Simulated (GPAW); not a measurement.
# Te2Mo (P6_3/mmc) in GPAW: settings compared, part 2 of 2

GPAW 26.7.0. The steps go on from the part before.

## 3. Single point, GLLB-SC

run.py

```python
from ase import Atoms
from ase.dft.bandgap import bandgap
from ase.io import write
from gpaw import GPAW, PW

atoms = Atoms(['Te', 'Te', 'Te', 'Te', 'Mo', 'Mo'],
              cell=[[3.5182, 0.0, 0.0],
                    [-1.7591, 3.0468505756, 0.0],
                    [0.0, 0.0, 13.9736]],
              scaled_positions=[[0.3333333333, 0.6666666667, 0.621],
                                [0.6666666667, 0.3333333333, 0.121],
                                [0.3333333333, 0.6666666667, 0.879],
                                [0.6666666667, 0.3333333333, 0.379],
                                [0.3333333333, 0.6666666667, 0.25],
                                [0.6666666667, 0.3333333333, 0.75]],
              pbc=True)

calc = GPAW(mode=PW(600),
            xc='GLLBSC',
            kpts={'size': (6, 6, 2), 'gamma': True},
            occupations={'name': 'fermi-dirac', 'width': 0.05},
            nbands=46,
            convergence={'density': 1e-05, 'energy': 1e-05},
            maxiter=150,
            txt='gpaw.txt')
atoms.calc = calc
energy = atoms.get_potential_energy()
calc.write('gs.gpw')
write('result.traj', atoms)
print('Fermi level:', round(calc.get_fermi_level(), 4), 'eV')
print(f'Gap: {bandgap(calc)[0]:.4f} eV, direct: {bandgap(calc, direct=True)[0]:.4f} eV')
```

Potentials or basis: the program's PAW data sets (release 1.2.1) made for this functional, pw.

On the command line:

```sh
OMP_NUM_THREADS=1 python run.py
```

Wall time 80 s (1 thread of Intel Xeon Platinum 8259CL at 2.50GHz (Skylake/Cascade Lake), shared host); peak memory 0.28 GiB.

The run converged. Its results:

| Quantity | Value |
| --- | --- |
| Band gap on the k mesh, Kohn-Sham part alone | 0.92 eV, indirect (least direct gap 1.03 eV) |

Levels at points of the mesh, in eV from the valence-band top:
```csv
k point,band 22,band 23,band 24,band 25,band 26,band 27,band 28,band 29,band 30,band 31
"(0.00, 0.00, 0.00)",-0.99,-0.96,-0.96,-0.28,0.00,3.03,3.03,3.17,3.17,3.23
"(0.00, 0.00, 0.50)",-0.97,-0.97,-0.97,-0.07,-0.07,3.07,3.07,3.07,3.07,3.39
"(0.50, 0.50, 0.00)",-1.75,-1.00,-0.95,-0.52,-0.24,1.33,1.39,1.52,1.85,2.77
"(0.50, 0.50, 0.50)",-1.88,-0.96,-0.96,-0.38,-0.38,1.36,1.36,1.70,1.70,3.19
```

Caveat: a model potential gives levels but no total energy; spin-orbit coupling is left out, which moves the levels of the heavy elements.

## 4. Single point, TB-mBJ

run.py, as its differences from that of step 3:

```diff
@@ -18,3 +18,3 @@
 calc = GPAW(mode=PW(600),
-            xc='GLLBSC',
+            xc='TB09',
             kpts={'size': (6, 6, 2), 'gamma': True},
@@ -23,2 +23,3 @@
             convergence={'density': 1e-05, 'energy': 1e-05},
+            eigensolver='cg',
             maxiter=150,
```

Potentials or basis: GPAW PAW data sets for LDA (gpaw-data 1.2.1), pw.

On the command line:

```sh
OMP_NUM_THREADS=1 python run.py
```

gpaw.txt:

```text
___ ___ ___ _ _ _
 |   |   |_  | | | |
 | | | | | . | | | |
 |__ |  _|___|_____|  26.7.0
 |___|_|

Input parameters:
  convergence: {density: 1e-05,
                energy: 1e-05}
  eigensolver: cg
  kpts: {gamma: True,
         size: (6, 6, 2)}
  maxiter: 150
  mode: {ecut: 600.0,
         name: pw}
  nbands: 46
  occupations: {name: fermi-dirac,
                width: 0.05}
  xc: TB09

System changes: positions, numbers, cell, pbc, initial_charges, initial_magmoms

Initialize ...

species:
  Te:
    name:    Tellurium
    Z:       52.0
    valence: 6
    core:    46
    charge:  0.0  # [|e|]
    compensation charges:
      type: gauss
      rc: 0.36  # [Å]
      lmax: 2
    cutoffs:
      filter: 2.09  # [Å]
      core: 3.17  # [Å]
    projectors
    | kind |    occ | energy [eV] | rcut [Å] |
[... 149 lines left out ...]
  3. axis:    yes    0.000000    0.000000   13.973600    80     0.1747

  Lengths:   3.518200   3.518200  13.973600
  Angles:   90.000000  90.000000 120.000000

Effective grid spacing dv^(1/3) = 0.1673

iter:   1 24943.321472
iter:   2 24954.672514   +1.97  -0.79
iter:   3 24955.124139   +1.27  -0.93
iter:   4 24956.912085   +0.79  -1.05
iter:   5 24956.585190   +0.31  -1.21
iter:   6 24957.286330   +0.35  -1.22
iter:   7 24959.277164   -0.24  -1.49
iter:   8 24961.265445   -0.81  -1.61
iter:   9 24963.879645   -0.81  -1.70
iter:  10 24962.861989   -1.49  -1.62
[... 68 further cycles ...]
iter:  79 24961.028320   -6.36  -4.56
iter:  80 24961.027103   -6.08  -4.42
iter:  81 24961.028525   -6.05  -4.38
iter:  82 24961.027322   -6.06  -4.39
iter:  83 24961.028198   -6.11  -4.43
iter:  84 24961.027782   -6.24  -4.53
iter:  85 24961.027953c  -6.45  -4.68
iter:  86 24961.027851c  -6.77  -4.89
iter:  87 24961.027889c  -7.14  -5.04c
iter:  88 24961.027884c  -7.54c -5.33c

Converged after 88 iterations.

Dipole moment: (0.000000, -0.000000, -0.000000) |e|*Ang

Energy contributions relative to reference atoms: (reference = -958589.610648)

Kinetic:        -33.614675
Potential:      +29.416162
External:        +0.000000
XC:            +24968.682204
Entropy (-ST):   -0.000013
Local:           -3.455800
SIC:             +0.000000
--------------------------
Free energy:   +24961.027878
Extrapolated:  +24961.027884

Showing only first 2 kpts
 Kpt  Band  Eigenvalues  Occupancy
  0    24      7.69273    2.00000
  0    25      8.06860    1.99966
  0    26     10.98258    0.00000
  0    27     10.98259    0.00000

  1    24      7.97650    1.99995
  1    25      7.97651    1.99995
  1    26     11.01892    0.00000
  1    27     11.01892    0.00000

Fermi level: 8.50314

Gap: 0.920 eV
Transition (v -> c):
  (s=0, k=0, n=25, [0.00, 0.00, 0.00]) -> (s=0, k=4, n=26, [0.33, -0.17, 0.00])
Direct/indirect transitions are different
Direct gap: 1.065 eV
Transition at: (s=0, k=8, n=25, [0.33, 0.33, 0.00])
Writing to gs.gpw (mode='')
```

It took 17 min on 1 thread of Intel Xeon Platinum 8259CL at 2.50GHz (Skylake/Cascade Lake), shared host; peak memory 0.41 GiB.

What came out:

```
Band gap on the k mesh : 0.92 eV, indirect (least direct gap 1.07 eV)
```

Caveat: a model potential gives levels but no total energy; spin-orbit coupling is left out, which moves the levels of the heavy elements.

## 5. The runs side by side

| task | level | potentials or basis | spin | band path | band points | spin axis theta (degrees) | spin axis phi (degrees) | soc after scf | gap on the mesh (eV) |
| --- | --- | --- | --- | --- | --- | --- | --- | --- | --- |
| band structure | LDA | the program's PAW data sets (release 1.2.1) made for this functional, pw | SOC, no magnetisation | GMKGALHA,LM,KH | 100 | 90 | 45 | second variation | 0.78 |
| single point | GLLB-SC | the program's PAW data sets (release 1.2.1) made for this functional, pw | off | - | - | - | - | - | - |
| single point | TB-mBJ | GPAW PAW data sets for LDA (gpaw-data 1.2.1), pw | off | - | - | - | - | - | 0.92 |

Alike in all rows: cell as given; k mesh 6 × 6 × 2; cutoff (eV) 600; smearing fermi-dirac 0.05 eV.

Caveats: a model potential gives levels but no total energy (some runs); spin-orbit coupling is left out, which moves the levels of the heavy elements (some runs); spin-orbit coupling was added after a scalar SCF, so levels and gaps hold it while energy, forces, pressure and moments don't (some runs); this program's spin-orbit splittings come out too wide for heavy elements (some runs); the mesh misses the band edges, which the band path finds closer together (some runs).

Total energies depend on the potentials used, so only differences within one code and one set of settings carry meaning.

## 6. Against experiment

Step 2. A measured gap of Te2Mo is 0.88 eV (indirect; 300 K; quoted in “Broadband infrared study of pressure-tunable Fano resonance and metallization transition in 2H-MoTe2”, 2022, pmc:9569381); the calculated 0.67 eV misses it by -0.21 eV. The value is that of LDA, without temperature or zero-point motion. Semilocal functionals fall short of measured gaps as a rule.

Step 3. The gap isn't set beside the deposited one, since the derivative discontinuity is missing.

Step 4. Against the measured gap of Te2Mo, 0.88 eV (indirect; 300 K; quoted in “Broadband infrared study of pressure-tunable Fano resonance and metallization transition in 2H-MoTe2”, 2022, pmc:9569381), the calculated 0.92 eV is off by +0.04 eV. Spin-orbit coupling on Mo, Te is left out. The value is that of TB-mBJ on a finite k mesh, which can miss the band edges, without temperature or zero-point motion.
